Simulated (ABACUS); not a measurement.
Runs of ABACUS 3.10.1 on TaN. It takes space group Fm-3m (No. 225, cubic). Conventional cell: a = 4.358 Å, b = 4.358 Å, c = 4.358 Å, α = 90.00°, β = 90.00°, γ = 90.00°. Ta (site symmetry m-3m) has 6 N at 2.18 Å as nearest neighbours. N (site symmetry m-3m) has 6 Ta at 2.18 Å as nearest neighbours. 

```tsv
level	V0 of scaled cells (Å³/atom)	B0 (GPa)
PBEsol+D3(BJ)	10.32	(b)
PBEsol	10.53	(a)
PBEsol+D3(BJ)+ABC	10.37	368
PBEsol+D3	10.36	368
```

Alike in all rows: task equation of state; potentials or basis PseudoDojo NC SR 0.4.1 PBE standard, DZP LCAO (the cutoffs set its grid); no spin polarisation; cell as given; k mesh 7 × 7 × 7; cutoff (eV) 1361; smearing fermi-dirac 0.05 eV.

**Question.** Estimate the missing entries.

**Answer.** (a) 353; (b) 371.

Caveats: the atomic orbitals were generated for these runs and aren't a published set; the potentials were made for another functional, which shifts forces and pressure; the basis of atomic orbitals isn't converged, which shifts pressures, moduli and gaps.
